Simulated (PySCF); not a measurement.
# C7H4F2O: magnetic properties

What do calculations give for the magnetic properties of C7H4F2O (`O=c1ccc(F)cc(F)c1`)?

Programs: PySCF 2.14.0, with routines of our own; each step states its level. All values are computed. Atoms count from 0.

## 1. The system as given

14 atoms, charge 0, multiplicity 1; geometry from: GFN2-xTB.

## 2. Magnetic properties: GIAO PBE/pcSseg-1

What the job is given:

```
{"job": {"kind": "mag", "xc": "PBE", "basis": "pcSseg-1", "isotopologues": 0}, "charge": 0, "multiplicity": 1}
O      2.904418    -0.304392    -0.169872
C      1.692480    -0.175504    -0.099826
C      0.847847    -1.376302    -0.086348
C     -0.488354    -1.532044    -0.018257
C     -1.497001    -0.532097     0.065123
F     -2.746501    -1.030429     0.118770
C     -1.387394     0.816391     0.098305
C     -0.177199     1.555017     0.052199
F     -0.386751     2.887711     0.101253
C      1.111008     1.160566    -0.030339
H      1.449138    -2.276412    -0.143907
H     -0.883760    -2.541196    -0.024945
H     -2.294995     1.401003     0.165696
H      1.856386     1.947216    -0.050018
```

Level: GIAO PBE/pcSseg-1 magnetisability, rotational g tensor and spin-rotation constants, non-relativistic, gas phase.

On the command line:

```
> OMP_NUM_THREADS=1 python excited_run.py task.json out
```

The driver reads the jobs from task.json and runs them one after another.

What it wrote:

```text
coarse grid: 13344 points
cycle   1  E = -543.0378019384  dE =  1.692e+00  |g| = 1.077e+00  |ddm| = 3.951e+00
cycle   2  E = -539.0158795767  dE =  4.022e+00  |g| = 3.352e+00  |ddm| = 4.547e+00
cycle   3  E = -542.9613628466  dE = -3.945e+00  |g| = 1.034e+00  |ddm| = 4.327e+00
cycle   4  E = -543.2557767791  dE = -2.944e-01  |g| = 2.097e-01  |ddm| = 1.165e+00
cycle   5  E = -543.2298349539  dE =  2.594e-02  |g| = 3.573e-01  |ddm| = 5.276e-01
cycle   6  E = -543.2655302283  dE = -3.570e-02  |g| = 7.197e-02  |ddm| = 3.703e-01
cycle   7  E = -543.2666773957  dE = -1.147e-03  |g| = 2.082e-02  |ddm| = 8.552e-02
cycle   8  E = -543.2667550009  dE = -7.761e-05  |g| = 1.032e-02  |ddm| = 2.960e-02
cycle   9  E = -543.2667761421  dE = -2.114e-05  |g| = 2.676e-03  |ddm| = 9.867e-03
cycle  10  E = -543.2667770988  dE = -9.568e-07  |g| = 2.074e-03  |ddm| = 4.090e-03
final grid: 134360 points
cycle  11  E = -543.3774638814  dE = -1.270e-05  |g| = 1.900e-02  |ddm| = 6.638e-02
cycle  12  E = -543.3768468580  dE =  6.170e-04  |g| = 5.660e-02  |ddm| = 7.506e-02
cycle  13  E = -543.3775228425  dE = -6.760e-04  |g| = 8.680e-03  |ddm| = 6.781e-02
cycle  14  E = -543.3775408235  dE = -1.798e-05  |g| = 1.985e-03  |ddm| = 1.119e-02
cycle  15  E = -543.3775415873  dE = -7.638e-07  |g| = 8.650e-04  |ddm| = 2.635e-03
cycle  16  E = -543.3775417943  dE = -2.070e-07  |g| = 2.778e-04  |ddm| = 1.024e-03
cycle  17  E = -543.3775418107  dE = -1.636e-08  |g| = 2.521e-05  |ddm| = 2.932e-04
cycle  18  E = -543.3775418106  dE =  1.342e-11  |g| = 2.472e-05  |ddm| = 4.747e-05
converged SCF energy = -543.3775418106

Magnetisability tensor (1e-30 J/T^2)
     -754.14       -6.54      -31.23
       -6.54     -826.18       14.17
      -31.23       14.17    -1317.10
isotropic -965.81   principal values   -1319.22   -826.51   -751.69
isotropic susceptibility -58.162 1e-6 cm^3/mol

Inertial axes            a          b          c
rot. const./GHz      1.7029     1.2405     0.7177
chi total           -45.601    -49.441    -79.445
chi diamagnetic    -747.961   -980.310  -1628.544
chi paramagnetic    702.360    930.869   1549.099
quadrupole/D A      -11.994      8.603      3.392
g nuclear            0.5211     0.5079     0.5134
g electronic        -0.5619    -0.5425    -0.5223
g total             -0.0408    -0.0346    -0.0089

Spin-rotation constants (kHz, H = +C I.J)
atom  isotope        aa         bb         cc
  5    19F        2.538      2.196      0.704
  8    19F        2.737      1.804      0.740
 10     1H       -0.139      0.118     -0.085
 11     1H       -0.088      0.069     -0.083
 12     1H        0.021     -0.014     -0.087
 13     1H        0.055     -0.025     -0.086
  0    17O*      -1.731     -0.726     -0.061
  1    13C*       0.759      0.624      0.160
  2    13C*       0.657      0.617      0.130
  3    13C*       0.607      0.549      0.110
  4    13C*       0.903      0.455      0.181
  6    13C*       0.680      0.405      0.122
  7    13C*       0.622      0.663      0.179
  9    13C*       0.642      0.492      0.142
* in the singly substituted isotopologue
```

It took 38 s on 1 thread of Intel Xeon 6975P-C, shared host; peak memory 0.67 GiB.

In short:

```tsv
quantity	value
magnetisability	-966·10⁻³⁰ J/T²
molar susceptibility	-58.2·10⁻⁶ cm³/mol
rotational g (a, b, c)	-0.0408, -0.0346, -0.0089
```

## 3. Magnetic properties: GIAO revPBE/6-31G

The job, as its differences from that of step 2:

```diff
@@ -1,2 +1,2 @@
-{"job": {"kind": "mag", "xc": "PBE", "basis": "pcSseg-1", "isotopologues": 0}, "charge": 0, "multiplicity": 1}
+{"job": {"kind": "mag", "xc": "revPBE", "basis": "6-31G"}, "charge": 0, "multiplicity": 1}
 O      2.904418    -0.304392    -0.169872
```

With the program's defaults for keys left out, this is: GIAO revPBE/6-31G magnetisability, rotational g tensor and spin-rotation constants, non-relativistic, gas phase.

What it wrote:

```text
coarse grid: 13344 points
cycle   1  E = -543.5455051127  dE =  1.861e+00  |g| = 1.099e+00  |ddm| = 4.450e+00
cycle   2  E = -539.3655662081  dE =  4.180e+00  |g| = 3.330e+00  |ddm| = 5.266e+00
cycle   3  E = -543.4792753956  dE = -4.114e+00  |g| = 1.046e+00  |ddm| = 4.793e+00
cycle   4  E = -543.7987288620  dE = -3.195e-01  |g| = 1.961e-01  |ddm| = 1.332e+00
cycle   5  E = -543.7783849740  dE =  2.034e-02  |g| = 3.152e-01  |ddm| = 7.213e-01
cycle   6  E = -543.8082284022  dE = -2.984e-02  |g| = 7.155e-02  |ddm| = 4.480e-01
cycle   7  E = -543.8094737434  dE = -1.245e-03  |g| = 1.705e-02  |ddm| = 1.035e-01
cycle   8  E = -543.8095115750  dE = -3.783e-05  |g| = 1.193e-02  |ddm| = 3.570e-02
cycle   9  E = -543.8095424528  dE = -3.088e-05  |g| = 3.977e-03  |ddm| = 1.460e-02
cycle  10  E = -543.8095443977  dE = -1.945e-06  |g| = 3.168e-03  |ddm| = 6.624e-03
cycle  11  E = -543.8095474464  dE = -3.049e-06  |g| = 5.247e-04  |ddm| = 5.296e-03
final grid: 134360 points
cycle  12  E = -543.7265539854  dE =  2.416e-05  |g| = 2.147e-02  |ddm| = 5.185e-02
cycle  13  E = -543.7255295933  dE =  1.024e-03  |g| = 6.997e-02  |ddm| = 1.206e-01
cycle  14  E = -543.7266426270  dE = -1.113e-03  |g| = 7.721e-03  |ddm| = 1.013e-01
cycle  15  E = -543.7266576503  dE = -1.502e-05  |g| = 1.876e-03  |ddm| = 1.155e-02
cycle  16  E = -543.7266583521  dE = -7.018e-07  |g| = 6.545e-04  |ddm| = 2.726e-03
cycle  17  E = -543.7266584823  dE = -1.302e-07  |g| = 2.135e-04  |ddm| = 1.051e-03
cycle  18  E = -543.7266584943  dE = -1.202e-08  |g| = 3.877e-05  |ddm| = 3.823e-04
cycle  19  E = -543.7266584947  dE = -3.477e-10  |g| = 2.260e-05  |ddm| = 6.927e-05
converged SCF energy = -543.7266584947

Magnetisability tensor (1e-30 J/T^2)
     -742.39       -8.15      -33.45
       -8.15     -837.91       14.72
      -33.45       14.72    -1344.93
isotropic -975.08   principal values   -1347.18   -838.33   -739.72
isotropic susceptibility -58.720 1e-6 cm^3/mol

Inertial axes            a          b          c
rot. const./GHz      1.7029     1.2405     0.7177
chi total           -44.964    -50.068    -81.129
chi diamagnetic    -746.385   -979.131  -1628.350
chi paramagnetic    701.421    929.063   1547.221
quadrupole/D A      -13.002      8.270      4.732
g nuclear            0.5211     0.5079     0.5134
g electronic        -0.5612    -0.5414    -0.5217
g total             -0.0401    -0.0335    -0.0082

Spin-rotation constants (kHz, H = +C I.J)
atom  isotope        aa         bb         cc
  5    19F        2.532      2.170      0.620
  8    19F        2.679      1.797      0.658
 10     1H       -0.142      0.106     -0.090
 11     1H       -0.097      0.058     -0.087
 12     1H        0.007     -0.023     -0.092
 13     1H        0.044     -0.034     -0.092
  0    17O*      -1.687     -0.678     -0.043
  1    13C*       0.679      0.566      0.133
  2    13C*       0.588      0.547      0.107
  3    13C*       0.541      0.485      0.090
  4    13C*       0.797      0.414      0.154
  6    13C*       0.610      0.364      0.102
  7    13C*       0.568      0.586      0.152
  9    13C*       0.585      0.442      0.118
* in the singly substituted isotopologue
```

Run time: 20 s. Hardware: 1 thread of Intel Xeon 6975P-C, shared host; peak memory 0.55 GiB.

Key values:

```tsv
quantity	value
magnetisability	-975·10⁻³⁰ J/T²
molar susceptibility	-58.7·10⁻⁶ cm³/mol
rotational g (a, b, c)	-0.0401, -0.0335, -0.0082
```

## 4. Magnetic properties side by side

```tsv
level	ξ (10⁻³⁰ J/T²)	g(a)	g(b)	gap (eV)	functions	time
GIAO PBE/pcSseg-1	-966	-0.0408	-0.0346	2.24	190	38 s
GIAO revPBE/6-31G	-975	-0.0401	-0.0335	2.24	98	20 s
```

## 5. Results

| quantity | value |
| --- | --- |
| magnetisability (step 2, GIAO PBE/pcSseg-1) | -966·10⁻³⁰ J/T² |
| molar susceptibility (step 2, GIAO PBE/pcSseg-1) | -58.2·10⁻⁶ cm³/mol |
| rotational g (a, b, c) (step 2, GIAO PBE/pcSseg-1) | -0.0408, -0.0346, -0.0089 |
| magnetisability over the levels | -975 to -966·10⁻³⁰ J/T² |

The magnetisability spreads by 1.0 % over 2 levels, from GIAO revPBE/6-31G (20 s) to GIAO PBE/pcSseg-1 (38 s); the runs took 20 s to 38 s. Two levels can agree by chance, so this spread shows no convergence. Vibrational averaging and real surroundings are missing from these values.
